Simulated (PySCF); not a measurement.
# C7H9NO: NMR shifts at several levels of theory

How much do the NMR shifts of C7H9NO (`Cc1cccc(C)[n+]1[O-]`) depend on the level of theory, and what does each level cost?

Programs: PySCF 2.14.0, with density-fitted response routines of our own. Each step states its level of theory. These are calculated values for one molecule in the gas phase, unless marked as measured. Atoms count from 0, in the outputs and in this text.

### Step 1. The starting structure

18 atoms, charge 0, multiplicity 1; geometry from: GFN2-xTB.

Bonds of the start (Å): C0–C1 1.49, C1–C2 1.38, C2–C3 1.39, C3–C4 1.38, C4–C5 1.38, C5–C6 1.49, C5–N7 1.36, N7–O8 1.26, N7–C1 1.36, C0–H9 1.09, C0–H10 1.09, C0–H11 1.09, C2–H12 1.08, C3–H13 1.08, C4–H14 1.08, C6–H15 1.09, C6–H16 1.09, C6–H17 1.09.

### Step 2. Geometry optimisation at PBE0-D3(BJ)/def2-SVP

Job settings and geometry (Å):

```
{"job": {"xc": "PBE0", "basis": "def2-SVP", "d3": "d3bj", "grid": 1, "kind": "geom"}, "charge": 0, "multiplicity": 1}
C     -2.354940    -0.959410     0.084010
C     -1.178800    -0.049920    -0.000480
C     -1.266350     1.318580    -0.140750
C     -0.119270     2.093530    -0.214880
C      1.106670     1.454780    -0.144970
C      1.176760     0.085430    -0.003180
C      2.449490    -0.682660     0.085170
N      0.037360    -0.657740     0.067760
O      0.108540    -1.912490     0.198740
H     -2.316680    -1.517420     1.019540
H     -2.307430    -1.693770    -0.718310
H     -3.285720    -0.405070     0.020980
H     -2.243460     1.773020    -0.191150
H     -0.180430     3.164190    -0.323090
H      2.025180     2.017950    -0.199420
H      2.485810    -1.419800    -0.716930
H      3.310480    -0.025030     0.023330
H      2.473910    -1.243600     1.020920
```

Output:

```text
step   0  E = -401.35400689  max force = 0.017288
step   1  E = -401.35527472  max force = 0.008263
step   2  E = -401.35534689  max force = 0.006396
step   3  E = -401.35566082  max force = 0.002729
step   4  E = -401.35559090  max force = 0.003305
step   5  E = -401.35571322  max force = 0.000825
step   6  E = -401.35571789  max force = 0.000157
optimisation converged
```

Wall time 4.7 min (8 threads of Intel Xeon at 2.50GHz (Skylake/Cascade Lake), shared host).

The steps of the relaxation: (the energy doesn't fall at every step)

| step | energy from step 0 (eV) | largest force component (eV/Å) |
| --- | --- | --- |
| 0 | 0.0000 | 0.8890 |
| 1 | -0.0345 | 0.4249 |
| 2 | -0.0365 | 0.3289 |
| 3 | -0.0450 | 0.1403 |
| 4 | -0.0431 | 0.1699 |
| 5 | -0.0464 | 0.0424 |
| 6 | -0.0466 | 0.0081 |

Close pairs (by a distance rule), those that changed most:

| bond | before (Å) | after (Å) | change (Å) |
| --- | --- | --- | --- |
| C1–N7 | 1.361 | 1.377 | +0.015 |
| C5–N7 | 1.362 | 1.377 | +0.014 |
| C3–H13 | 1.078 | 1.091 | +0.013 |
| C4–H14 | 1.079 | 1.092 | +0.013 |
| C2–H12 | 1.079 | 1.092 | +0.013 |
| C0–H10 | 1.089 | 1.101 | +0.013 |
| C6–H16 | 1.085 | 1.097 | +0.012 |
| C0–H11 | 1.085 | 1.097 | +0.012 |

The final coordinates are the input of the step that follows.

| at the end point | value |
| --- | --- |
| point group (found at 0.08 Å tolerance) | C2v |
| rotational constants (GHz, main isotopes) | 2.359, 1.910, 1.069 |
| dipole moment (D) | 2.89 |

### Step 3. Shielding tensors: PBE0/pcSseg-2

Job settings and geometry (Å):

```
{"job": {"kind": "nmr", "xc": "PBE0", "basis": "pcSseg-2", "pop": false}, "charge": 0, "multiplicity": 1}
C     -2.350496    -0.968228     0.090401
C     -1.194217    -0.042914    -0.000234
C     -1.272334     1.334610    -0.144103
C     -0.121172     2.112887    -0.220155
C      1.111368     1.470849    -0.147615
C      1.191342     0.093459    -0.003776
C      2.445456    -0.694456     0.083743
N      0.037494    -0.653743     0.069293
O      0.109364    -1.904792     0.199851
H     -2.307647    -1.538697     1.031384
H     -2.299371    -1.719769    -0.712992
H     -3.297125    -0.416979     0.028518
H     -2.263513     1.789299    -0.196157
H     -0.183237     3.196255    -0.333183
H      2.044244     2.035389    -0.201968
H      2.477829    -1.446561    -0.720098
H      3.323325    -0.039389     0.020037
H      2.469810    -1.266650     1.024344
```

Level: GIAO PBE0/pcSseg-2 NMR shielding, non-relativistic, gas phase.

Output:

```text
coarse grid: 15336 points
cycle   1  E = -401.6078859725  dE =  1.606e+00  |g| = 9.163e-01  |ddm| = 3.048e+00
cycle   2  E = -400.8922728711  dE =  7.156e-01  |g| = 2.063e+00  |ddm| = 3.844e+00
cycle   3  E = -401.7357680271  dE = -8.435e-01  |g| = 3.861e-01  |ddm| = 3.290e+00
cycle   4  E = -401.7670596420  dE = -3.129e-02  |g| = 1.686e-01  |ddm| = 4.347e-01
cycle   5  E = -401.7727301988  dE = -5.671e-03  |g| = 6.340e-02  |ddm| = 1.592e-01
cycle   6  E = -401.7737600639  dE = -1.030e-03  |g| = 1.026e-02  |ddm| = 6.210e-02
cycle   7  E = -401.7737830447  dE = -2.298e-05  |g| = 4.657e-03  |ddm| = 1.110e-02
cycle   8  E = -401.7737877892  dE = -4.744e-06  |g| = 5.130e-04  |ddm| = 3.378e-03
final grid: 149008 points
cycle   9  E = -401.7749610687  dE = -1.264e-04  |g| = 1.079e-02  |ddm| = 1.050e-01
cycle  10  E = -401.7749014388  dE =  5.963e-05  |g| = 2.014e-02  |ddm| = 3.073e-02
cycle  11  E = -401.7749837888  dE = -8.235e-05  |g| = 4.020e-03  |ddm| = 2.178e-02
cycle  12  E = -401.7749872940  dE = -3.505e-06  |g| = 5.873e-04  |ddm| = 4.064e-03
cycle  13  E = -401.7749873295  dE = -3.553e-08  |g| = 4.067e-04  |ddm| = 6.950e-04
cycle  14  E = -401.7749873689  dE = -3.944e-08  |g| = 4.857e-05  |ddm| = 3.234e-04
cycle  15  E = -401.7749873694  dE = -4.637e-10  |g| = 2.463e-05  |ddm| = 6.225e-05
converged SCF energy = -401.7749873694

GIAO shielding tensors (ppm)
atom      isotropic    diamagn.    paramagn.     s11        s22        s33       span
  0 C      163.174     241.374     -78.200    155.694    156.473    177.355     21.662
  1 C       23.963     262.349    -238.386    -47.960     -8.999    128.849    176.810
  2 C       52.267     256.625    -204.358    -55.258     55.511    156.547    211.805
  3 C       57.503     253.799    -196.296    -47.416     42.498    177.429    224.845
  4 C       52.290     256.629    -204.339    -55.213     55.504    156.580    211.792
  5 C       23.950     262.349    -238.399    -47.991     -9.000    128.842    176.834
  6 C      163.172     241.376     -78.204    155.686    156.498    177.333     21.647
  7 N      -75.415     308.632    -384.047   -206.890   -150.232    130.878    337.768
  8 O     -124.240     396.108    -520.348   -493.745   -115.466    236.492    730.237
  9 H       28.607      29.370      -0.763     24.344     27.050     34.426     10.083
 10 H       28.607      29.374      -0.766     24.347     27.049     34.427     10.080
 11 H       29.278      28.900       0.378     24.292     28.938     34.605     10.313
 12 H       23.941      31.915      -7.974     20.204     23.150     28.470      8.266
 13 H       24.307      30.114      -5.807     21.242     24.622     27.056      5.815
 14 H       23.942      31.911      -7.969     20.203     23.154     28.469      8.267
 15 H       28.608      29.374      -0.766     24.349     27.047     34.429     10.080
 16 H       29.278      28.899       0.379     24.293     28.935     34.606     10.313
 17 H       28.605      29.373      -0.768     24.339     27.054     34.422     10.083
```

Run time: 4.5 min. Hardware: 8 threads of Intel Xeon at 2.50GHz (Skylake/Cascade Lake), shared host.

The references, computed at this level on geometries of the same kind, shield at (ppm): 1H TMS 31.25, 13C TMS 184.1, 15N NH3 261.7, 17O H2O 328.2. Their shielding less the atom's gives the shift. The references are single molecules in the gas phase, so shifts against H2O, NH3, PH3, H3PO4 or CFCl3 are not on the usual liquid scales and can be off by tens of ppm. Atoms listed in one row are averaged.

| atoms | environment | σ (ppm) | δ (ppm) |
| --- | --- | --- | --- |
| C1, C5 | substituted aromatic carbon next to a ring nitrogen | 24.0 | 160.2 |
| C2, C4 | aromatic CH | 52.3 | 131.8 |
| C3 | aromatic CH | 57.5 | 126.6 |
| C0, C6 | methyl carbon on an aromatic ring | 163.2 | 21.0 |
| H12, H14 | hydrogen on an aromatic CH | 23.94 | 7.30 |
| H13 | hydrogen on an aromatic CH | 24.31 | 6.94 |
| H9, H10, H11, H15, H16, H17 | hydrogen on a methyl carbon on an aromatic ring | 28.83 | 2.41 |
| N7 | cationic ring nitrogen | -75.4 | 337.1 |
| O8 | oxygen bonded to N | -124.2 | 452.4 |

Ring of atoms C1, C2, C3, C4, C5, N7: NICS(0) -6.9, NICS(1) -8.2, NICS(1)zz -22.6 ppm (means of both faces).

### Step 4. Nuclear shieldings: PBE/pcSseg-2

Same as in step 3 but for these lines:

```diff
@@ -1,2 +1,2 @@
-{"job": {"kind": "nmr", "xc": "PBE0", "basis": "pcSseg-2", "pop": false}, "charge": 0, "multiplicity": 1}
+{"job": {"kind": "nmr", "xc": "PBE", "basis": "pcSseg-2", "pop": false}, "charge": 0, "multiplicity": 1}
 C     -2.350496    -0.968228     0.090401
```

Method: GIAO PBE/pcSseg-2 NMR shielding, non-relativistic, gas phase.

Output:

```text
coarse grid: 15336 points
cycle   1  E = -401.5256889414  dE =  1.305e+00  |g| = 1.055e+00  |ddm| = 3.060e+00
cycle   2  E = -397.6346990839  dE =  3.891e+00  |g| = 3.257e+00  |ddm| = 3.895e+00
cycle   3  E = -401.2294054820  dE = -3.595e+00  |g| = 1.393e+00  |ddm| = 3.773e+00
cycle   4  E = -401.7104944183  dE = -4.811e-01  |g| = 4.308e-01  |ddm| = 9.357e-01
cycle   5  E = -401.6867724267  dE =  2.372e-02  |g| = 4.947e-01  |ddm| = 4.580e-01
cycle   6  E = -401.7520563357  dE = -6.528e-02  |g| = 1.245e-01  |ddm| = 4.009e-01
cycle   7  E = -401.7537809507  dE = -1.725e-03  |g| = 7.525e-02  |ddm| = 1.200e-01
cycle   8  E = -401.7550544177  dE = -1.273e-03  |g| = 2.418e-02  |ddm| = 5.782e-02
cycle   9  E = -401.7551899100  dE = -1.355e-04  |g| = 7.211e-03  |ddm| = 2.144e-02
cycle  10  E = -401.7551998767  dE = -9.967e-06  |g| = 3.234e-03  |ddm| = 6.215e-03
cycle  11  E = -401.7552023297  dE = -2.453e-06  |g| = 4.373e-04  |ddm| = 3.470e-03
final grid: 149008 points
cycle  12  E = -401.7609851058  dE = -1.793e-04  |g| = 1.878e-02  |ddm| = 1.491e-01
cycle  13  E = -401.7604102981  dE =  5.748e-04  |g| = 5.428e-02  |ddm| = 6.256e-02
cycle  14  E = -401.7610174445  dE = -6.071e-04  |g| = 1.381e-02  |ddm| = 5.961e-02
cycle  15  E = -401.7610636611  dE = -4.622e-05  |g| = 2.601e-03  |ddm| = 1.397e-02
cycle  16  E = -401.7610650007  dE = -1.340e-06  |g| = 8.113e-04  |ddm| = 2.234e-03
cycle  17  E = -401.7610651886  dE = -1.879e-07  |g| = 1.829e-04  |ddm| = 1.013e-03
cycle  18  E = -401.7610651958  dE = -7.221e-09  |g| = 9.068e-05  |ddm| = 1.968e-04
cycle  19  E = -401.7610651978  dE = -1.944e-09  |g| = 1.040e-05  |ddm| = 7.609e-05
cycle  20  E = -401.7610651978  dE = -2.365e-11  |g| = 2.911e-06  |ddm| = 1.257e-05
converged SCF energy = -401.7610651978

GIAO shielding tensors (ppm)
atom      isotropic    diamagn.    paramagn.     s11        s22        s33       span
  0 C      158.115     241.276     -83.161    150.339    151.254    172.751     22.412
  1 C       22.550     261.596    -239.047    -45.118     -9.092    121.858    166.976
  2 C       49.145     256.591    -207.446    -55.130     53.846    148.720    203.850
  3 C       56.955     253.891    -196.936    -43.091     43.005    170.950    214.040
  4 C       49.170     256.596    -207.425    -55.085     53.841    148.755    203.840
  5 C       22.535     261.594    -239.059    -45.148     -9.096    121.849    166.997
  6 C      158.112     241.279     -83.167    150.330    151.278    172.727     22.397
  7 N      -67.589     308.872    -376.461   -179.585   -138.591    115.408    294.992
  8 O     -150.857     395.719    -546.576   -566.974   -114.491    228.893    795.867
  9 H       28.622      29.517      -0.895     24.601     27.061     34.202      9.601
 10 H       28.622      29.521      -0.899     24.605     27.059     34.203      9.598
 11 H       29.255      29.173       0.082     24.634     28.984     34.147      9.513
 12 H       23.927      31.843      -7.916     20.427     22.902     28.451      8.024
 13 H       24.436      30.126      -5.689     21.684     24.576     27.049      5.365
 14 H       23.928      31.839      -7.912     20.427     22.906     28.451      8.024
 15 H       28.623      29.521      -0.898     24.607     27.058     34.205      9.598
 16 H       29.255      29.173       0.082     24.635     28.982     34.148      9.513
 17 H       28.620      29.521      -0.901     24.597     27.065     34.198      9.601
```

Run time: 3.8 min. Hardware: 8 threads of Intel Xeon at 2.50GHz (Skylake/Cascade Lake), shared host.

In short: δ C1 156.8, C2 130.2, C3 122.4, C0 21.3, H12 7.25, H13 6.74 ppm (means over like atoms).

(Part 1 of 2 ends here.)
